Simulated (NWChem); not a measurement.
# One shape, several levels: CH4BrClSi (SMILES C[SiH](Cl)Br)

Wanted: a comparison of 5 runs (HF/STO-3G, HF/3-21G, BP86/def2-SVP, B3LYP/6-31G*) of CH4BrClSi. 

Program for the calculation: NWChem 7.3.0.

### 1 The system as given

The species is CH4BrClSi (8 atoms), meant as a singlet with charge 0. As SMILES, `C[SiH](Cl)Br`. The shape is that of a PBE0-D4/def2-TZVP optimisation.

Bond lengths: C1–Si2 1.848 Å, Si2–Cl3 2.049 Å, Si2–Br4 2.216 Å, C1–H5 1.092 Å, C1–H6 1.092 Å, C1–H7 1.093 Å, Si2–H8 1.478 Å. Some angles: C1–Si2–Cl3 109.8°, C1–Si2–Br4 109.8°, Cl3–Si2–Br4 109.0°, C1–Si2–H8 113.5°, Cl3–Si2–H8 107.4°, Br4–Si2–H8 107.2°, Si2–C1–H5 110.1°, Si2–C1–H6 110.4°, Si2–C1–H7 110.0°, H5–C1–H6 108.7°.

### 2 Energy and forces at HF/STO-3G (run 1)

Input file sp.xyz:

```xyz
8
CH4BrClSi
C     -0.268000     0.986400     0.127600
Si     0.310100    -0.733200    -0.226700
Cl     1.639100    -1.329800     1.214600
Br    -1.419300    -2.119500    -0.233800
H     -0.975000     1.309700    -0.639700
H     -0.762800     1.029100     1.099700
H      0.583100     1.671700     0.136400
H      0.984800    -0.871400    -1.534000
```

Input file sp.nw:

```
start sp
title "CH4BrClSi"
memory stack 880 mb heap 220 mb global 1100 mb
geometry units angstroms noautosym nocenter noautoz
 load sp.xyz
end
basis spherical bse
 * library STO-3G
end
scf
 singlet
 rhf
 thresh 1e-08
 maxiter 80
end
task scf gradient
```

Launch:

```
$ nwchem sp.nw > sp.out
```

The log of the run:

```text
[...]
  functions       =    45
[...]
  wavefunction    = RHF
[...]
         Total SCF energy =  -3324.710260737180
      One-electron energy =  -5442.289020428852
      Two-electron energy =   1717.119048584002
 Nuclear repulsion energy =    400.459711107671
        Time for solution =      3.2s
[...]
                         RHF ENERGY GRADIENTS
    atom               coordinates                        gradient
                 x          y          z           x          y          z
   1 C      -0.506447   1.864026   0.241129    0.000183  -0.008689  -0.002241
   2 Si      0.586004  -1.385547  -0.428401    0.007720   0.009078   0.040847
   3 Cl      3.097450  -2.512958   2.295261   -0.013937   0.004840  -0.014217
   4 Br     -2.682088  -4.005274  -0.441818   -0.004159  -0.003237  -0.000460
   5 H      -1.842483   2.474974  -1.208858   -0.005695   0.001073  -0.006671
   6 H      -1.441483   1.944717   2.078132   -0.003579  -0.001984   0.007844
   7 H       1.101899   3.159055   0.257759    0.008601   0.003578  -0.000272
   8 H       1.861002  -1.646707  -2.898840    0.010867  -0.004660  -0.024830
[...]
```

Wall time 6.3 s (1 thread of Intel Xeon Platinum 8488C (Sapphire Rapids), shared host); peak memory 0.098 GiB.

### 3 Energy and gradient at HF/3-21G (run 2)

Input file run.py:

```python
from ase import Atoms
from ase.calculators.nwchem import NWChem

atoms = Atoms(['C', 'Si', 'Cl', 'Br', 'H', 'H', 'H', 'H'], positions=[
    [-0.268000, 0.986400, 0.127600],
    [0.310100, -0.733200, -0.226700],
    [1.639100, -1.329800, 1.214600],
    [-1.419300, -2.119500, -0.233800],
    [-0.975000, 1.309700, -0.639700],
    [-0.762800, 1.029100, 1.099700],
    [0.583100, 1.671700, 0.136400],
    [0.984800, -0.871400, -1.534000],
])

calc = NWChem(
    label='input',
    theory='scf',
    memory='2200 mb',
    basis='3-21G',
    basispar='spherical bse',
    scf={'nopen': '0', 'rhf': None, 'thresh': '1e-08', 'maxiter': '80'},
)
atoms.calc = calc

forces = atoms.get_forces()
print("Total energy (eV):", round(atoms.get_potential_energy(), 6))
print("forces (eV/A):")
for s, f in zip(atoms.symbols, forces):
    print(f"{s:2s} {f[0]:10.5f} {f[1]:10.5f} {f[2]:10.5f}")
print("dipole (e A):", atoms.get_dipole_moment().round(4))
```

Launch:

```
$ export ASE_NWCHEM_COMMAND="nwchem PREFIX.nwi > PREFIX.nwo"
$ python run.py
```

The log of the run:

```text
Total energy (eV): -91016.862653
forces (eV/A):
C    -0.22507    0.82872    0.21484
Si   -0.02448    0.77421   -1.96191
Cl    1.59881   -0.60457    1.64864
Br   -1.36073   -1.04377   -0.03312
H     0.17175   -0.00252    0.22446
H     0.10793    0.09544   -0.24760
H    -0.27470   -0.08418    0.01820
H     0.00648    0.03661    0.13642
dipole (e A): [-0.0901  0.5859 -0.3249]
```

The calculator wrote input.nwi:

```
title "input"

permanent_dir input

scratch_dir input

start input

geometry units angstrom nocenter noautosym noautoz
  C  -2.6800000000000002e-01 9.8640000000000005e-01 1.2759999999999999e-01
  Si 3.1009999999999999e-01 -7.3319999999999996e-01 -2.2670000000000001e-01
  Cl 1.6391000000000000e+00 -1.3298000000000001e+00 1.2145999999999999e+00
  Br -1.4193000000000000e+00 -2.1194999999999999e+00 -2.3380000000000001e-01
  H  -9.7499999999999998e-01 1.3097000000000001e+00 -6.3970000000000005e-01
  H  -7.6280000000000003e-01 1.0290999999999999e+00 1.0996999999999999e+00
  H  5.8309999999999995e-01 1.6717000000000000e+00 1.3639999999999999e-01
  H  9.8480000000000001e-01 -8.7139999999999995e-01 -1.5340000000000000e+00
end

memory 2200 mb

basis spherical bse noprint
   * library 3-21G
end

scf
  nopen 0
  rhf
  thresh 1e-08
  maxiter 80
end

task scf gradient
```

input.nwo, cut to the lines that bear on the results:

```text
[...]
      One-electron energy =  -5453.735401403863
[... 1 line left out ...]
 Nuclear repulsion energy =    400.459711107670
[... 56 lines left out ...]
                       ROHF Final Molecular Orbital Analysis
[... 221 lines left out ...]
     1   1 0 0     -0.170177      0.000000    -36.372123
[...]
  wavefunction    =   RHF
                         RHF ENERGY GRADIENTS
    atom               coordinates                        gradient
                 x          y          z           x          y          z
   1 C      -0.506447   1.864026   0.241129    0.004377  -0.016116  -0.004178
   2 Si      0.586004  -1.385547  -0.428401    0.000476  -0.015056   0.038153
   3 Cl      3.097450  -2.512958   2.295261   -0.031092   0.011757  -0.032061
[... 4 lines of this table left out ...]
   8 H       1.861002  -1.646707  -2.898840   -0.000126  -0.000712  -0.002653
[...]
```

Run time: 7.2 s. Hardware: 1 thread of Intel Xeon Platinum 8488C (Sapphire Rapids), shared host; peak memory 0.099 GiB.

Runs 3 to 4 aren't shown in full; the table further down has their settings and results.

### 4 Energy and gradient at B3LYP/6-31G(d) (Cartesian functions) (run 5)

Input file run.nw:

```
echo
start run
title "CH4BrClSi B3LYP"
memory 2200 mb

geometry noautosym nocenter noautoz
  C       -0.268000       0.986400       0.127600
  Si       0.310100      -0.733200      -0.226700
  Cl       1.639100      -1.329800       1.214600
  Br      -1.419300      -2.119500      -0.233800
  H       -0.975000       1.309700      -0.639700
  H       -0.762800       1.029100       1.099700
  H        0.583100       1.671700       0.136400
  H        0.984800      -0.871400      -1.534000
end

basis
  * library 6-31G*
end

dft
  xc b3lyp
  grid fine
  convergence energy 1e-08
  iterations 100
  mulliken
  noprint "final vectors analysis"
end

task dft gradient
```

Launch:

```
$ nwchem run.nw > run.out
```

The log of the run:

```text
[...]
          Wavefunction type:  closed shell.
          No. of atoms     :     8
          No. of electrons :    76
[...]
          Charge           :     0
          Spin multiplicity:     1
[...]
          AO basis - number of functions:    96
[...]
              XC Information
              --------------
                         B3LYP Method XC Potential
                     Hartree-Fock (Exact) Exchange  0.200
                        Slater Exchange Functional  0.800 local
                    Becke 1988 Exchange Functional  0.720 non-local
              Lee-Yang-Parr Correlation Functional  0.810
                  VWN I RPA Correlation Functional  0.190 local
[...]
 d= 0,ls=0.0,diis     1  -3364.1353844788 -3.76D+03  1.32D-02  1.77D+00     3.6
[...]
 d= 0,ls=0.0,diis     8  -3364.1961887971 -4.77D-09  3.78D-06  2.04D-07    21.2
         Total DFT energy =    -3364.196188797098
      One electron energy =    -5470.463641497782
           Coulomb energy =     1853.299687496784
    Exchange-Corr. energy =     -147.491945903771
 Nuclear repulsion energy =      400.459711107670
[...]
      Total Density - Mulliken Population Analysis
     ---------------------------------------------
    Atom       Charge   Shell Charges
 -----------   ------   -------------------------------------------------------
    1 C    6     6.66   1.99  0.67  2.15  0.67  1.15  0.02
    2 Si  14    13.43   2.00  1.99  5.96  1.07  1.78  0.15  0.28  0.21
    3 Cl  17    17.23   2.00  1.99  5.97  1.45  3.65  0.56  1.63 -0.03
    4 Br  35    35.23   2.00  1.99  6.00  1.93  5.99  1.61  3.87  0.38  1.38  7.02  2.95  0.12
    5 H    1     0.81   0.52  0.29
    6 H    1     0.80   0.51  0.29
    7 H    1     0.81   0.52  0.29
    8 H    1     1.04   0.51  0.53
[...]
  wavefunction    = closed shell
                         DFT ENERGY GRADIENTS
    atom               coordinates                        gradient
                 x          y          z           x          y          z
   1 C      -0.506447   1.864026   0.241129    0.000814  -0.003098  -0.000619
   2 Si      0.586004  -1.385547  -0.428401   -0.001613  -0.000464   0.007269
   3 Cl      3.097450  -2.512958   2.295261   -0.007626   0.002631  -0.007170
   4 Br     -2.682088  -4.005274  -0.441818    0.007451   0.005643   0.000688
   5 H      -1.842483   2.474974  -1.208858    0.001402  -0.001448   0.001103
   6 H      -1.441483   1.944717   2.078132    0.001028  -0.001069  -0.001596
   7 H       1.101899   3.159055   0.257759   -0.001028  -0.002063  -0.000155
   8 H       1.861002  -1.646707  -2.898840   -0.000428  -0.000134   0.000480
[...]
```

It took 39 s on 1 thread of Intel Xeon Platinum 8488C (Sapphire Rapids), shared host; peak memory 0.13 GiB.

### 5 The series

```csv
run,level,iteration cap,module,energy (Eh),dipole moment (D),HOMO energy (eV),LUMO energy (eV),wall time
1,HF/STO-3G,80,scf,-3324.710261,3.07,-8.86,8.08,6.3 s
2,HF/3-21G,80,scf,-3344.808036,3.25,-11.44,3.58,7.2 s
3,BP86/def2-SVP,100,dft,-3364.231095,–,–,–,31 s
4,B3LYP/6-31G* (spherical functions),100,dft,-3364.181974,2.38,-8.17,-0.08,39 s
5,B3LYP/6-31G* (Cartesian functions),100,dft,-3364.196189,2.37,–,–,39 s
```

### 6 Summary of results

| quantity | value |
| --- | --- |
| run 5: total energy | -3364.19619 Eh |
| run 5: dipole moment | 2.37 D |
| run 5: largest force on an atom | 0.555 eV/Å |

What this shows: Over runs 1, 2, 4, 5 the dipole moment (its size) runs from 2.37 D (B3LYP/6-31G*) to 3.25 D (HF/3-21G). The two ends differ in method and basis. Over runs 1, 2, 4 the HOMO–LUMO gap runs from 8.10 eV (B3LYP/6-31G*) to 16.93 eV (HF/STO-3G). Totals of different functionals can't be ranked against each other. In run 1 the basis is minimal, so the values are rough. All runs together took 2 min, the longest 39 s.
